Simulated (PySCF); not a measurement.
**A gas-phase reaction: FH3OSi + H2Si → FH5OSi2**

Wanted: the reaction energy for `O[SiH2]F` + `[SiH2]` → `O[SiH](F)[SiH3]`.

Computed with PySCF 2.14.0; each step states its level. No surroundings beyond the atoms listed, unless a continuum is named. Atoms count from 0, parts from 1.

## (1) The system as given

Each species was relaxed by itself at PBE0-D3(BJ)/def2-SVPD.

## (2) Reaction energy: wB97M-D3(BJ)/def2-TZVPD

Job settings and geometry (Å):

```
{"job": {"kind": "react", "xc": "wB97M-D3(BJ)", "basis": "def2-TZVPD"}, "charge": 0, "multiplicity": 1}
-1 FH3OSi charge 0 multiplicity 1
O      1.120780    -0.600220     0.000200
Si    -0.373560     0.088080     0.186520
F     -1.331360    -0.272410    -1.089500
H      1.714200    -0.261740    -0.674200
H     -0.967820    -0.531180     1.390780
H     -0.297220     1.571340     0.221380

-1 H2Si charge 0 multiplicity 1
Si    -0.000510     0.708910     0.000010
H     -1.110830    -0.348460     0.007440
H      1.081140    -0.377580     0.021260

+1 FH5OSi2 charge 0 multiplicity 1
O      1.682270     0.725610     0.573370
Si     0.039630     0.506740     0.704790
F     -0.305360    -0.263680     2.115280
Si    -0.589280    -0.859480    -1.087190
H      2.123410     1.352830     1.151380
H     -0.658570     1.820890     0.813840
H      0.189090    -2.131600    -1.044270
H     -0.308340    -0.141300    -2.366260
H     -2.049620    -1.159310    -1.005250
```

Method: wB97M-D3(BJ)/def2-TZVPD reaction energy of separated species, gas phase.

Run with:

```sh
$ OMP_NUM_THREADS=1 python cluster_run.py task.json out
```

This one command runs all jobs of the session in turn.

Log:

```text
species 1 (FH3OSi)
coarse grid: 24312 points
cycle   1  E = -466.5180749244  dE =  6.589e-02  |g| = 8.106e-01  |ddm| = 1.742e+00
cycle   2  E = -466.4984567345  dE =  1.962e-02  |g| = 9.500e-01  |ddm| = 8.431e-01
cycle   3  E = -466.6345623036  dE = -1.361e-01  |g| = 3.359e-02  |ddm| = 4.225e-01
cycle   4  E = -466.6348305428  dE = -2.682e-04  |g| = 9.833e-03  |ddm| = 4.622e-02
cycle   5  E = -466.6348556887  dE = -2.515e-05  |g| = 1.951e-03  |ddm| = 1.357e-02
cycle   6  E = -466.6348566185  dE = -9.298e-07  |g| = 9.731e-04  |ddm| = 3.305e-03
final grid: 50856 points
cycle   7  E = -466.6348478448  dE = -1.111e-07  |g| = 1.174e-03  |ddm| = 2.148e-03
cycle   8  E = -466.6348477731  dE =  7.165e-08  |g| = 1.395e-03  |ddm| = 1.064e-03
cycle   9  E = -466.6348480415  dE = -2.684e-07  |g| = 2.607e-05  |ddm| = 5.398e-04
cycle  10  E = -466.6348480419  dE = -3.340e-10  |g| = 1.243e-05  |ddm| = 5.528e-05
converged SCF energy = -466.6348480419

species 2 (H2Si)
coarse grid: 11360 points
cycle   1  E = -290.6497029959  dE = -2.790e-01  |g| = 1.446e-01  |ddm| = 9.912e-01
cycle   2  E = -290.6557918071  dE = -6.089e-03  |g| = 6.003e-02  |ddm| = 2.086e-01
cycle   3  E = -290.6563143612  dE = -5.226e-04  |g| = 8.630e-03  |ddm| = 6.651e-02
cycle   4  E = -290.6563489423  dE = -3.458e-05  |g| = 2.008e-03  |ddm| = 1.938e-02
cycle   5  E = -290.6563528938  dE = -3.951e-06  |g| = 4.087e-04  |ddm| = 6.732e-03
final grid: 22672 points
cycle   6  E = -290.6563609424  dE = -2.265e-07  |g| = 1.936e-04  |ddm| = 1.538e-03
cycle   7  E = -290.6563609785  dE = -3.616e-08  |g| = 8.037e-05  |ddm| = 6.080e-04
cycle   8  E = -290.6563609845  dE = -5.920e-09  |g| = 3.429e-05  |ddm| = 2.381e-04
cycle   9  E = -290.6563609860  dE = -1.523e-09  |g| = 2.054e-06  |ddm| = 1.944e-04
cycle  10  E = -290.6563609860  dE = -3.581e-12  |g| = 5.845e-07  |ddm| = 8.763e-06
converged SCF energy = -290.6563609860

species 3 (FH5OSi2)
coarse grid: 35664 points
cycle   1  E = -757.2434792655  dE =  3.381e-02  |g| = 8.302e-01  |ddm| = 2.186e+00
cycle   2  E = -757.2219710324  dE =  2.151e-02  |g| = 9.853e-01  |ddm| = 9.089e-01
cycle   3  E = -757.3701052015  dE = -1.481e-01  |g| = 3.837e-02  |ddm| = 4.508e-01
cycle   4  E = -757.3705495172  dE = -4.443e-04  |g| = 1.227e-02  |ddm| = 6.143e-02
cycle   5  E = -757.3705984148  dE = -4.890e-05  |g| = 2.521e-03  |ddm| = 1.866e-02
cycle   6  E = -757.3706009807  dE = -2.566e-06  |g| = 9.802e-04  |ddm| = 4.555e-03
final grid: 73528 points
cycle   7  E = -757.3705647350  dE = -3.047e-07  |g| = 9.285e-04  |ddm| = 2.948e-03
cycle   8  E = -757.3705647168  dE =  1.812e-08  |g| = 1.083e-03  |ddm| = 9.995e-04
cycle   9  E = -757.3705648933  dE = -1.765e-07  |g| = 5.488e-05  |ddm| = 4.591e-04
cycle  10  E = -757.3705648960  dE = -2.664e-09  |g| = 2.461e-05  |ddm| = 1.237e-04
cycle  11  E = -757.3705648964  dE = -3.529e-10  |g| = 7.567e-06  |ddm| = 5.313e-05
converged SCF energy = -757.3705648964

Reaction energy = -51.341 kcal/mol
```

Wall time 37 s (1 thread of Arm Neoverse N1, shared host); peak memory 0.81 GiB.

Species by species (with the dispersion term, which the log's SCF energies lack):

```csv
ν,species,energy (Eh),HOMO (eV)
-1,O[SiH2]F,-466.63886,-11.85
-1,[SiH2],-290.65772,-9.06
+1,O[SiH](F)[SiH3],-757.37839,-10.58
```

## (3) Energies of the species: PBE0-D3(BJ)/def2-TZVPD

Same as in step 2 but for these lines:

```diff
@@ -1,2 +1,2 @@
-{"job": {"kind": "react", "xc": "wB97M-D3(BJ)", "basis": "def2-TZVPD"}, "charge": 0, "multiplicity": 1}
+{"job": {"kind": "react", "xc": "PBE0", "basis": "def2-TZVPD", "disp": "d3bj"}, "charge": 0, "multiplicity": 1}
 -1 FH3OSi charge 0 multiplicity 1
```

With the program's defaults for keys left out, this is: PBE0-D3(BJ)/def2-TZVPD reaction energy of separated species, gas phase.

Log:

```text
species 1 (FH3OSi)
coarse grid: 5656 points
cycle   1  E = -466.1394731186  dE =  1.355e-01  |g| = 8.523e-01  |ddm| = 1.801e+00
cycle   2  E = -465.9299629536  dE =  2.095e-01  |g| = 1.397e+00  |ddm| = 1.090e+00
cycle   3  E = -466.2601373435  dE = -3.302e-01  |g| = 5.183e-02  |ddm| = 7.005e-01
cycle   4  E = -466.2604688422  dE = -3.315e-04  |g| = 3.819e-02  |ddm| = 4.908e-02
cycle   5  E = -466.2606818126  dE = -2.130e-04  |g| = 9.165e-03  |ddm| = 2.013e-02
cycle   6  E = -466.2606942559  dE = -1.244e-05  |g| = 8.994e-04  |ddm| = 4.764e-03
cycle   7  E = -466.2606944272  dE = -1.713e-07  |g| = 1.310e-04  |ddm| = 8.506e-04
final grid: 50856 points
cycle   8  E = -466.2625870128  dE = -2.367e-05  |g| = 4.201e-03  |ddm| = 1.767e-02
cycle   9  E = -466.2625828632  dE =  4.150e-06  |g| = 6.452e-03  |ddm| = 4.852e-03
cycle  10  E = -466.2625896208  dE = -6.758e-06  |g| = 3.219e-04  |ddm| = 3.075e-03
cycle  11  E = -466.2625896363  dE = -1.550e-08  |g| = 5.237e-05  |ddm| = 2.000e-04
cycle  12  E = -466.2625896366  dE = -3.051e-10  |g| = 1.579e-05  |ddm| = 4.369e-05
converged SCF energy = -466.2625896366

species 2 (H2Si)
coarse grid: 2864 points
cycle   1  E = -290.4819127461  dE = -1.972e-01  |g| = 1.356e-01  |ddm| = 1.034e+00
cycle   2  E = -290.4851157858  dE = -3.203e-03  |g| = 7.525e-02  |ddm| = 2.311e-01
cycle   3  E = -290.4864149088  dE = -1.299e-03  |g| = 7.869e-03  |ddm| = 7.662e-02
cycle   4  E = -290.4864299771  dE = -1.507e-05  |g| = 5.302e-04  |ddm| = 8.314e-03
cycle   5  E = -290.4864300717  dE = -9.469e-08  |g| = 8.611e-05  |ddm| = 9.616e-04
final grid: 22672 points
cycle   6  E = -290.4862869718  dE = -2.071e-06  |g| = 5.901e-04  |ddm| = 3.966e-03
cycle   7  E = -290.4862870109  dE = -3.911e-08  |g| = 3.628e-04  |ddm| = 9.243e-04
cycle   8  E = -290.4862870290  dE = -1.805e-08  |g| = 1.139e-05  |ddm| = 3.009e-04
cycle   9  E = -290.4862870290  dE = -6.401e-11  |g| = 6.423e-06  |ddm| = 2.920e-05
converged SCF energy = -290.4862870290

species 3 (FH5OSi2)
coarse grid: 8520 points
cycle   1  E = -756.7135850591  dE =  9.268e-02  |g| = 8.632e-01  |ddm| = 2.220e+00
cycle   2  E = -756.4843541592  dE =  2.292e-01  |g| = 1.439e+00  |ddm| = 1.143e+00
cycle   3  E = -756.8383501097  dE = -3.540e-01  |g| = 5.567e-02  |ddm| = 7.385e-01
cycle   4  E = -756.8388017236  dE = -4.516e-04  |g| = 3.654e-02  |ddm| = 5.445e-02
cycle   5  E = -756.8389962970  dE = -1.946e-04  |g| = 1.159e-02  |ddm| = 2.140e-02
cycle   6  E = -756.8390165436  dE = -2.025e-05  |g| = 1.031e-03  |ddm| = 6.325e-03
cycle   7  E = -756.8390167759  dE = -2.323e-07  |g| = 2.553e-04  |ddm| = 1.216e-03
final grid: 73528 points
cycle   8  E = -756.8401622851  dE = -2.439e-05  |g| = 4.236e-03  |ddm| = 2.065e-02
cycle   9  E = -756.8401578702  dE =  4.415e-06  |g| = 6.586e-03  |ddm| = 5.071e-03
cycle  10  E = -756.8401649496  dE = -7.079e-06  |g| = 3.425e-04  |ddm| = 3.175e-03
cycle  11  E = -756.8401649678  dE = -1.820e-08  |g| = 5.780e-05  |ddm| = 2.402e-04
cycle  12  E = -756.8401649683  dE = -5.084e-10  |g| = 2.287e-05  |ddm| = 5.973e-05
converged SCF energy = -756.8401649683

Reaction energy = -58.838 kcal/mol
```

Run time: 17 s. Hardware: 1 thread of Arm Neoverse N1, shared host; peak memory 0.61 GiB.

Reaction energy at this level: -58.84 kcal/mol.

## (4) Comparing the runs

Energies in kcal/mol, with wall time:

```csv
run,reaction,time
wB97M-D3(BJ)/def2-TZVPD,-51.34,37 s
PBE0-D3(BJ)/def2-TZVPD,-58.84,17 s
```

## (5) What came out

| quantity | value |
| --- | --- |
| reaction energy (wB97M-D3(BJ)/def2-TZVPD) | -51.34 kcal/mol |
| ΔH, ΔG at 298 K (xTB thermal terms) | -49.7, -38.3 kcal/mol |
| range of the reaction energy over the runs of this table | -58.84 to -51.34 kcal/mol |

The reaction is exothermic by 49.7 kcal/mol in the gas phase; dispersion gives -1.54, and xTB itself gave -42.30 for the electronic energy (xTB energies and thermal terms come from the earlier relaxation of each species, not shown). No barrier was sought. The reaction energy runs from -58.84 (PBE0-D3(BJ)/def2-TZVPD) to -51.34 kcal/mol (wB97M-D3(BJ)/def2-TZVPD).
